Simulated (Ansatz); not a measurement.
# FH₆NOSiSn: up Jacob's ladder to CCSD(T)

An exercise on one series of results from a longer session: the logs are not shown, and one member is left open.

The runs use Ansatz 0.2.0, Gaussian basis; functionals in def2-TZVPP, the program's frozen cores in correlated methods.

The runs, in order: PBE-D4, r2SCAN-D4, PBE0-D4, B3LYP-D4, ωB97X-V, ωB97M-V, B2PLYP; CCSD(T)/def2-TZVPP; MP2/def2-QZVPP; extrapolation to the limit.

## The relaxed structure

The geometry comes from an earlier relaxation with PBE0-D4 in a triple-zeta def2 set; it is a stationary point, not always the lowest conformer. Sn takes the def2 core potential; no spin-orbit term is included.

SMILES `[NH2][SnH]([OH])[SiH2]F`, 11 atoms, charge 0, spin multiplicity 1.

Atoms are counted from 1 here; the program's logs count them from 0.

Bond lengths: N1–Sn2 2.024 Å, N1–H6 1.011 Å, N1–H7 1.011 Å, Sn2–O3 1.971 Å, Sn2–Si4 2.578 Å, Sn2–H8 1.713 Å, O3–H9 0.961 Å, Si4–F5 1.607 Å, Si4–H10 1.483 Å, Si4–H11 1.486 Å. Angles: Sn2–N1–H6 115.1°, Sn2–N1–H7 114.6°, H6–N1–H7 108.4°, N1–Sn2–O3 104.0°, N1–Sn2–Si4 114.9°, N1–Sn2–H8 106.3°, O3–Sn2–Si4 103.3°, O3–Sn2–H8 109.0°, Si4–Sn2–H8 118.3°, Sn2–O3–H9 110.9°, Sn2–Si4–F5 107.0°, Sn2–Si4–H10 112.2°, Sn2–Si4–H11 111.8°, F5–Si4–H10 108.4°, F5–Si4–H11 107.5°, H10–Si4–H11 109.7°.

As a file:

```mol
FH6NOSiSn
  3D, bonds by distance, orders not assigned

 11 10  0  0  0  0  0  0  0  0999 V2000
   -1.0696    1.5934   -0.7068 N   0  0
   -0.1382   -0.2025   -0.7517 Sn  0  0
    1.6261    0.1944   -1.5350 O   0  0
    0.4477   -1.1792    1.5606 Si  0  0
    0.4699    0.0490    2.5974 F   0  0
   -0.9737    2.1049    0.1603 H   0  0
   -2.0498    1.5663   -0.9539 H   0  0
   -1.0280   -1.1774   -1.8438 H   0  0
    1.5810    0.9631   -2.1102 H   0  0
    1.7819   -1.8265    1.5738 H   0  0
   -0.5819   -2.1425    2.0298 H   0  0
  1  2  8  0
  2  3  8  0
  2  4  8  0
  4  5  8  0
  1  6  8  0
  1  7  8  0
  2  8  8  0
  3  9  8  0
  4 10  8  0
  4 11  8  0
M  END
```

The first run:

File in.yaml:

```yaml
crystal:
  periodic: [false, false, false]
  atoms:
    - {symbol: N, position_ang: [-1.069624, 1.593423, -0.706755]}
    - {symbol: Sn, position_ang: [-0.138246, -0.202481, -0.751657]}
    - {symbol: O, position_ang: [1.626142, 0.194413, -1.534964]}
    - {symbol: Si, position_ang: [0.447657, -1.179170, 1.560597]}
    - {symbol: F, position_ang: [0.469900, 0.049029, 2.597366]}
    - {symbol: H, position_ang: [-0.973700, 2.104859, 0.160268]}
    - {symbol: H, position_ang: [-2.049757, 1.566333, -0.953887]}
    - {symbol: H, position_ang: [-1.028039, -1.177414, -1.843810]}
    - {symbol: H, position_ang: [1.581011, 0.963104, -2.110246]}
    - {symbol: H, position_ang: [1.781884, -1.826469, 1.573758]}
    - {symbol: H, position_ang: [-0.581927, -2.142526, 2.029829]}
basis:
  gaussian: {orbitals: def2-TZVPP}
hamiltonian: {xc: pbe, dispersion: d4}
output: {forces: true, orbitals: {seedname: orbitals}}
```

Run with:

```sh
> ansatz run in.yaml --threads 2 --pin off --events-out ev --progress --plain --max-ram 22528MiB --backend cpu
```

Among the steps run: PBE-D4 (GGA); r2SCAN-D4 (meta-GGA); PBE0-D4 (hybrid); B3LYP-D4 (hybrid); ωB97X-V (range-separated); ωB97M-V (range-separated); B2PLYP (double hybrid); CCSD(T) in def2-TZVPP; MP2 in def2-QZVPP.

One table of the session follows, with a row left open; its other results are not shown here.

| method | atomisation energy (kcal/mol) |
| --- | --- |
| PBE-D4 | 844.0 |
| r2SCAN-D4 | 832.9 |
| PBE0-D4 | 823.7 |
| B3LYP-D4 | 833.6 |
| ωB97X-V | 843.3 |
| ωB97M-V | 837.2 |
| B2PLYP | 824.5 |
| HF/def2-TZVPP | 569.1 |
| MP2/def2-TZVPP | 824.0 |
| CCSD/def2-TZVPP | 800.5 |
| CCSD(T)/def2-TZVPP | ? |
| MP2/CBS | 855.1 |
| CCSD(T)/CBS | 845.6 |

Q: Estimate the row for CCSD(T)/def2-TZVPP from the others.

**Answer.** atomisation energy (kcal/mol): 814.4. In the column «atomisation energy (kcal/mol)» it lies between CCSD/def2-TZVPP (800.5) and PBE0-D4 (823.7).

Limits of these values: Free atoms (1 N, 1 Sn, 1 O, 1 Si, 1 F, 6 H) were run apart at each level; the atomisation energy is their sum less the molecule, without zero-point or spin-orbit terms.
